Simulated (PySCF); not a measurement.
# C5H9NOSi: electronic excitations

Wanted: the electronic excitations of C5H9NOSi (`N#C[C@H]1CC[SiH2]OC1`), by calculation.

Computed with PySCF 2.14.0, with density-fitted response routines of our own, on a single molecule in the gas phase. Atoms are numbered from 0 throughout.

## Step 1: Starting geometry

17 atoms, charge 0, multiplicity 1; geometry from: GFN2-xTB.

Bonds of the start (Å): N0–C1 1.14, C1–C2 1.44, C2–C3 1.54, C3–C4 1.53, C4–Si5 1.91, Si5–O6 1.63, O6–C7 1.39, C7–C2 1.54, C2–H8 1.10, C3–H9 1.09, C3–H10 1.09, C4–H11 1.09, C4–H12 1.09, Si5–H13 1.47, Si5–H14 1.45, C7–H15 1.10, C7–H16 1.10.

## Step 2: Ultraviolet spectrum: B3LYP/def2-SVPD

Job settings and geometry (Å):

```
{"job": {"kind": "uv", "xc": "B3LYP", "basis": "def2-SVPD", "nstates": 8, "ntriplets": 3}, "charge": 0, "multiplicity": 1}
N      3.555779     0.427987     0.386155
C      2.463537     0.323436     0.065273
C      1.081146     0.175130    -0.317075
C      0.446455    -0.993739     0.454600
C     -0.927013    -1.348418    -0.116434
Si    -2.004276     0.224888    -0.135660
O     -0.984792     1.442846    -0.500500
C      0.339788     1.498939    -0.067854
H      1.041746    -0.043872    -1.391594
H      0.353549    -0.712192     1.507115
H      1.115125    -1.858711     0.402691
H     -0.796979    -1.742829    -1.126380
H     -1.361888    -2.151807     0.476455
H     -2.578511     0.409459     1.201208
H     -2.953386     0.311559    -1.230835
H      0.827839     2.310054    -0.619663
H      0.374883     1.739301     1.002589
```

Method: TDDFT B3LYP/def2-SVPD, vertical, gas phase, core orbitals frozen in the response.

Started as:

```sh
> OMP_NUM_THREADS=1 python probes_run.py task.json out
```

The driver reads the jobs from task.json and runs them one after another.

Predict these results of the whole session: lowest singlet (B3LYP/def2-SVPD); brightest single state of those computed; lowest triplet.

The runs gave:

```
                                quantity                        value
        lowest singlet (B3LYP/def2-SVPD)  6.78 eV (183 nm), f = 0.001
brightest single state of those computed  state 6, 7.72 eV, f = 0.026
                          lowest triplet                      6.47 eV
```

In words: The lowest singlet, at 6.78 eV, is HOMO→LUMO 0.95 and is dark; of the 8 states computed, the strongest absorption comes from state 6 at 7.72 eV. The lowest triplet lies 0.31 eV below the lowest singlet (triplets in Tamm-Dancoff, singlets in full TDDFT).
